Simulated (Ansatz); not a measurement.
# ClFHO2Ta: the cost of one run

Program: Ansatz 0.2.0, Gaussian basis. Level of theory: the settings change from run to run. These are calculated values, not measurements.

## 1. The relaxed structure

An earlier PBE0-D4 in a triple-zeta def2 set relaxation fixed the geometry. Ta takes a core potential in def2 sets; no spin-orbit term is included.

6 atoms, charge 0, spin multiplicity 1.

Atoms are counted from 1 here; the program's logs count them from 0.

Bond lengths: O1–Ta2 1.709 Å, Ta2–O3 1.890 Å, Ta2–F4 1.873 Å, Ta2–Cl5 2.301 Å, O3–H6 0.959 Å. Angles: O1–Ta2–O3 105.5°, O1–Ta2–F4 108.7°, O1–Ta2–Cl5 109.4°, O3–Ta2–F4 111.2°, O3–Ta2–Cl5 111.3°, F4–Ta2–Cl5 110.5°, Ta2–O3–H6 131.7°.

Geometry (Å):

```
O    -1.8333   -0.3816    0.6691
Ta   -0.3985    0.0062   -0.1739
O     1.0149   -0.5293    0.9607
F    -0.3728   -0.9478   -1.7851
Cl   -0.3350    2.2713   -0.5754
H     1.9669   -0.4829    0.8583
```

## 2. wB97X/x2c-TZVPPall

This run has multiplicity 3, relativity set to scalar.

in.yaml reads:

```yaml
crystal:
  periodic: [false, false, false]
  atoms:
    - {symbol: O, position_ang: [-1.833346, -0.381557, 0.669144]}
    - {symbol: Ta, position_ang: [-0.398517, 0.006233, -0.173889]}
    - {symbol: O, position_ang: [1.014884, -0.529296, 0.960738]}
    - {symbol: F, position_ang: [-0.372773, -0.947769, -1.785092]}
    - {symbol: Cl, position_ang: [-0.335036, 2.271306, -0.575362]}
    - {symbol: H, position_ang: [1.966888, -0.482918, 0.858261]}
basis:
  gaussian: {orbitals: x2c-TZVPPall}
magnetization: {spin_polarized: true, initial_magnetization: 2}
hamiltonian: {xc: {name: wB97X}, pseudopotentials: {relativity: scalar}}
output: {forces: true}
```

Started as:

```bash
ansatz run in.yaml --threads 4 --pin off --events-out ev --progress --plain --max-ram 10444MiB
```

Q: Estimate wall time and peak memory on 4 threads of Intel Xeon Platinum 8488C, shared host.

About 78 s, with a peak of 2.7 GiB.
